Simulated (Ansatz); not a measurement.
# W: the cost of one run

Method: DFT PBEsol, scalar-relativistic, plane waves, PAW, in Ansatz 0.2.0.

The COD cell was measured well above room temperature, so it is larger than a cold one.

3 further runs of the same task are left out: 3 set aside as unsound or not needed.

**1. The starting structure**

The structure is cubic, space group Im-3m (No. 229). The conventional cell has a = 3.154 Å, b = 3.154 Å, c = 3.154 Å, α = 90.00°, β = 90.00°, γ = 90.00°. Around W (site symmetry m-3m) lie 8 W at 2.73 Å.

Structure file:

```
CELL_PARAMETERS angstrom
-1.57718 1.57718 1.57718
1.57718 -1.57718 1.57718
1.57718 1.57718 -1.57718
ATOMIC_POSITIONS crystal
W 0.00000 0.00000 0.00000
```

This cell was relaxed beforehand with the same method: volume 15.69 Å³/atom, gap on the mesh none (metal).

**2. Cutting the slab**

Miller indices refer to the conventional cell of the relaxed bulk, Im-3m (No. 229): a = 3.154 Å, b = 3.154 Å, c = 3.154 Å, α = 90.00°, β = 90.00°, γ = 90.00°.

A (100) slab, 6.3 Å thick as cut, with 17 Å of vacuum; its outer planes are W (top) and W (bottom).

The slab as cut. Layers, bottom to top:

```
plane  atoms per cell  height over the lowest (Å)
    1               W                        0.00
    2               W                        1.58
    3               W                        3.15
    4               W                        4.73
    5               W                        6.31
```

**3. The clean surface, relaxed**

Contents of input.yaml:

```yaml
crystal:
  lattice:
    - [3.1543602814, 0.0, 0.0]
    - [0.0, 3.1543602814, 0.0]
    - [0.0, 0.0, 23.3087205627]
  atoms:
    - { symbol: W, position: [0.5, 0.5, 0.3646703806] }
    - { symbol: W, position: [0.0, 0.0, 0.4323351903] }
    - { symbol: W, position: [0.5, 0.5, 0.5] }
    - { symbol: W, position: [0.0, 0.0, 0.5676648097] }
    - { symbol: W, position: [0.5, 0.5, 0.6353296194] }
basis:
  ecutwfc: 420
kpoints:
  mp_grid: { grid: [9, 9, 1] }
hamiltonian:
  xc: pbesol
scf:
  occupations: { method: gaussian, width: 0.1 }
output:
  forces: true
  eigenvalues: true
  write_density: true
  write_potential: true
  elf: true
  volumetric_format: npy
relax:
  adjacent_minimum: "off"
  f_tol: 0.03
  max_steps: 70
  constraints: [{ sites: [0, 1] }]
efield:
  axis: 3
  dipole_correction: true
  ramp_width: 0.04
```

Launch:

```sh
ansatz run input.yaml --threads 1 --pin off --max-ram 2560MiB --backend cpu --events-out ev --progress --plain --runs-dir out
```

What time and memory should one allow on 1 thread of Intel Xeon Platinum 8259CL at 2.50GHz (Skylake/Cascade Lake), shared host?

About 73 s, with a peak of 0.5 GiB.
